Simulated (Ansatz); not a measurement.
# GaMo: the cost of one run

Computed with Ansatz 0.2.0 (DFT PBE, scalar-relativistic, plane waves, PAW, unless a step names another level, unless a step's input says otherwise).

### 1 The structure to begin with

Symmetry: P4/nmm, No. 129, tetragonal system. The conventional cell has a = 3.299 Å, b = 3.299 Å, c = 5.715 Å, α = 90.00°, β = 90.00°, γ = 90.00°. Around Ga (site symmetry 4mm) lie 4 Ga at 2.72 Å and 6 Mo at 2.77 to 2.89 Å. Around Mo (site symmetry 4mm) lie 4 Mo at 2.69 Å and 6 Ga at 2.77 to 2.89 Å.

As a file:

```cif
data_structure
_symmetry_space_group_name_H-M 'P 1'
_symmetry_Int_Tables_number 1
_cell_length_a 3.2994
_cell_length_b 3.2994
_cell_length_c 5.7154
_cell_angle_alpha 90.000
_cell_angle_beta 90.000
_cell_angle_gamma 90.000
_cell_volume 62.22
loop_
_atom_site_label
_atom_site_type_symbol
_atom_site_fract_x
_atom_site_fract_y
_atom_site_fract_z
_atom_site_occupancy
Ga1 Ga 0.50000 0.00000 0.12203 1
Ga2 Ga 0.00000 0.50000 0.87797 1
Mo1 Mo 0.50000 0.00000 0.61645 1
Mo2 Mo 0.00000 0.50000 0.38355 1
```

It came out lowest among 17 distinct ends of the trial cells. At a tolerance of 0.05 Å it has space group P4/nmm (No. 129).

### 2 Relaxing to 0.001 eV/Å, on the response runs' mesh and smearing

input.yaml

```yaml
crystal:
  lattice:
    - [3.2994392461, 0.0, 0.0]
    - [0.0, 3.2994392461, 0.0]
    - [0.0, 0.0, 5.7153790931]
  atoms:
    - { symbol: Ga, position: [0.5, 0.0, 0.1220273864] }
    - { symbol: Ga, position: [0.0, 0.5, 0.8779726136] }
    - { symbol: Mo, position: [0.5, 0.0, 0.6164461506] }
    - { symbol: Mo, position: [0.0, 0.5, 0.3835538494] }
basis:
  ecutwfc: 420
kpoints:
  mp_grid: { grid: [10, 10, 6] }
hamiltonian:
  xc: pbe
scf:
  occupations: { method: gaussian, width: 0.1 }
output:
  forces: true
  stress: true
  eigenvalues: true
  write_density: true
  write_potential: true
  elf: true
  volumetric_format: npy
relax:
  adjacent_minimum: "off"
  f_tol: 0.001
  max_steps: 60
  cell: { stress_tol: 0.01 }
```

The run is started by

```bash
ansatz run input.yaml --threads 3 --pin off --max-ram 7680MiB --backend cpu --events-out ev --progress --plain --runs-dir out
```

Q: Estimate wall time and peak memory on 3 threads of Arm Neoverse N1, shared host.

About 25 s, with a peak of 0.46 GiB.
